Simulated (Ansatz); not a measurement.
# CH6NPSi: the cost of one run

Method: RHF/def2-SVP, in Ansatz 0.2.0.

## 1. The system as given

Bond lengths: P1–Si2 2.121 Å, Si2–C3 1.826 Å, Si2–N4 1.734 Å, C3–N4 1.454 Å, P1–H5 1.398 Å, P1–H6 1.428 Å, Si2–H7 1.502 Å, C3–H8 1.140 Å, C3–H9 1.040 Å, N4–H10 0.948 Å. Angles (14 of 18 angles, heavy atoms first): P1–Si2–C3 115.6°, P1–Si2–N4 104.2°, C3–Si2–N4 48.1°, Si2–C3–N4 62.6°, Si2–N4–C3 69.3°, P1–Si2–H7 120.5°, C3–Si2–H7 121.1°, N4–Si2–H7 100.1°, Si2–P1–H5 100.7°, Si2–P1–H6 99.3°, Si2–C3–H8 115.0°, Si2–C3–H9 117.9°, N4–C3–H8 111.4°, N4–C3–H9 123.5°.

Coordinates:

```xyz
10

P    -1.8988    0.9775   -0.1463
Si    0.0203    0.5796    0.6634
C     0.6349   -1.1247    0.4331
N     0.8845   -0.1730   -0.6376
H    -2.2920   -0.3097   -0.5254
H    -1.5151    1.3754   -1.4626
H     0.9597    1.7057    0.9878
H     1.5925   -1.3720    1.0004
H    -0.0657   -1.8905    0.3679
H     1.7628    0.1806   -0.6776
```

## 2. Relaxing the start

Contents of input.yaml:

```yaml
crystal:
  periodic: [false, false, false]
  atoms:
    - { symbol: P, position_ang: [-1.8988, 0.9775, -0.1463] }
    - { symbol: Si, position_ang: [0.0203, 0.5796, 0.6634] }
    - { symbol: C, position_ang: [0.6349, -1.1247, 0.4331] }
    - { symbol: "N", position_ang: [0.8845, -0.173, -0.6376] }
    - { symbol: H, position_ang: [-2.292, -0.3097, -0.5254] }
    - { symbol: H, position_ang: [-1.5151, 1.3754, -1.4626] }
    - { symbol: H, position_ang: [0.9597, 1.7057, 0.9878] }
    - { symbol: H, position_ang: [1.5925, -1.372, 1.0004] }
    - { symbol: H, position_ang: [-0.0657, -1.8905, 0.3679] }
    - { symbol: H, position_ang: [1.7628, 0.1806, -0.6776] }
basis:
  gaussian: { orbitals: def2-SVP }
hamiltonian:
  xc: hf
relax:
  f_tol: 0.02
  max_steps: 40
scf:
  lower_state_search: "off"
output:
  orbitals: {}
```

Started as:

```
> ansatz run input.yaml --threads 1 --pin off --max-ram 2048MiB --backend cpu --events-out ev --progress --plain --runs-dir out
```

Q: Estimate wall time and peak memory on 1 thread of Arm Neoverse V1, shared host.

About 28 s, with a peak of 0.17 GiB.
